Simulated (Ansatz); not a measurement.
# SnH2O2 (SMILES [OH][Sn][OH]) at CCSD/def2-SVP (core potential)

What is the electronic atomisation energy of SnH2O2 at CCSD/def2-SVP (core potential)? 

The calculation is run with Ansatz 0.2.0.

45 further runs of the same task are left out: 45 set aside as unsound or not needed.

## Step 1: The molecule

The species is SnH2O2 (5 atoms), meant as a singlet with charge 0. SMILES: `[OH][Sn][OH]`. The coordinates come from a PBE0-D4/def2-TZVP relaxation. This is one conformer, not always the lowest.

Bond lengths: O1–Sn2 1.987 Å, Sn2–O3 1.966 Å, O1–H4 0.960 Å, O3–H5 0.964 Å. Angles: O1–Sn2–O3 91.9°, Sn2–O1–H4 116.9°, Sn2–O3–H5 111.9°.

## Step 2: A single-point energy at CCSD/def2-SVP (core potential)

Input file molecule.yaml:

```yaml
crystal:
  periodic: [false, false, false]
  atoms:
    - {symbol: O, position_ang: [-0.984300, 0.177800, -0.613800]}
    - {symbol: Sn, position_ang: [-0.153700, -0.943900, 0.800900]}
    - {symbol: O, position_ang: [1.561800, 0.002900, 0.636100]}
    - {symbol: H, position_ang: [-1.901200, -0.005600, -0.831400]}
    - {symbol: H, position_ang: [1.527200, 0.695100, -0.033300]}
basis:
  gaussian:
    orbitals: def2-SVP
magnetization:
  spin_polarized: false
correlation:
  method: ccsd
  frozen_orbitals: {H: 0, O: 1, Sn: 4}
accuracy: high
scf:
  omitted_lower_state_checks: [cluster_reference, increment]
```

Command:

```bash
$ ansatz run molecule.yaml --threads 1 --pin off --max-ram 3480MiB --events-out events.jsonl --progress --plain --runs-dir runs
```

The log of the run:

```text
Warning: RAYON_NUM_THREADS=1 ignored (pool sized by the plan → 1); use --threads N
[... 12 lines left out ...]
6 core orbitals not correlated: weight in the atoms' cores, before any rotation towards them, 1.000 or more for the frozen orbitals, at most 0.000 for the correlated occupied ones
[... 25 lines left out ...]
Total energy: -9922.43760027 eV, -364.6428561400 hartree
Checks for a lower state left out: cluster_reference, increment
```

Run time: 8.1 s. Hardware: 1 thread of Arm Neoverse V1, shared host; peak memory 0.26 GiB.

## Step 3: The H atom: a single-point energy at UHF/def2-SVP

Input file in.yaml:

```yaml
crystal:
  periodic: [false, false, false]
  atoms:
    - {symbol: H, position_ang: [0.000000, 0.000000, 0.000000]}
basis:
  gaussian:
    orbitals: def2-SVP
hamiltonian:
  xc: hf
accuracy: high
magnetization:
  spin_polarized: true
  initial_magnetization: 1
```

Command:

```bash
$ ansatz run in.yaml --threads 1 --pin off --max-ram 3480MiB --events-out events.jsonl --progress --plain --runs-dir runs
```

The log of the run:

```text
Warning: RAYON_NUM_THREADS=1 ignored (pool sized by the plan → 1); use --threads N
Functional definition: HF
  name "HF"
  exchange = exact_x
  correlation = 0
15 factors; integrals over basis functions are off by at most 8.9e-10 eV
mean field evaluation 1: about -13.5522 eV, gradient 1.6e0 eV
mean field evaluation 2: about -13.5522 eV, gradient 1.6e0 eV
mean field evaluation 4: about -13.5861 eV, gradient 1.4e-4 eV
mean field evaluation 8: about -13.5861 eV, gradient 3.1e-14 eV
mean field -13.58605754 eV, -0.4992784057 hartree, gradient 4.2e-10 eV, S^2 0.750000; 0 other end points of the search recorded, 0 dependent functions left out
reference -13.58605754 eV, -0.4992784057 hartree; 1, 0 occupied and 4, 5 virtual orbitals, 15 factors
Total energy: -13.58605754 eV, -0.4992784057 hartree
```

Wall time 0.12 s (1 thread of Arm Neoverse V1, shared host).

## Step 4: The O atom at the same level

Input file input.yaml:

```yaml
crystal:
  periodic: [false, false, false]
  atoms:
    - symbol: O
      position_ang: [0.000000, 0.000000, 0.000000]
basis:
  gaussian:
    orbitals: def2-SVP
magnetization:
  spin_polarized: true
  initial_magnetization: 2
correlation:
  method: ccsd
  frozen_orbitals: {O: 1}
accuracy: high
scf:
  omitted_lower_state_checks: [cluster_reference, increment]
```

Run the same way, it converges to -74.83664 Eh (log not shown).

## Step 5: The Sn atom, same level

Input file job.yaml:

```yaml
crystal:
  periodic: [false, false, false]
  atoms:
    - {symbol: Sn, position_ang: [0.000000, 0.000000, 0.000000]}
basis:
  gaussian:
    orbitals: def2-SVP
magnetization:
  spin_polarized: true
  initial_magnetization: 2
correlation:
  method: ccsd
  frozen_orbitals: {Sn: 4}
accuracy: high
scf:
  omitted_lower_state_checks: [cluster_reference, increment]
```

Run the same way, it converges to -213.40679 Eh (log not shown).

## Step 6: Summary of results

At CCSD/def2-SVP (core potential), 6 core orbitals frozen:

```
                                             quantity          value
                               molecule: total energy  -364.64286 Eh
molecule: correlation energy (6 core orbitals frozen)     -491.3 mEh
                              molecule: T1 diagnostic          0.017
                                 H atom: total energy    -0.49928 Eh
                                         H atom: ⟨S²⟩          0.750
                                 O atom: total energy   -74.83664 Eh
   O atom: correlation energy (1 core orbital frozen)     -116.5 mEh
            O atom: ⟨S²⟩ of the reference determinant          2.005
                                O atom: T1 diagnostic          0.003
                                Sn atom: total energy  -213.40679 Eh
 Sn atom: correlation energy (4 core orbitals frozen)      -70.7 mEh
           Sn atom: ⟨S²⟩ of the reference determinant          2.010
                               Sn atom: T1 diagnostic          0.005
                        electronic atomisation energy      15.354 eV
```

Taking the molecule apart into free atoms costs 15.35 eV (354 kcal/mol), before zero-point energy and without spin-orbit coupling.
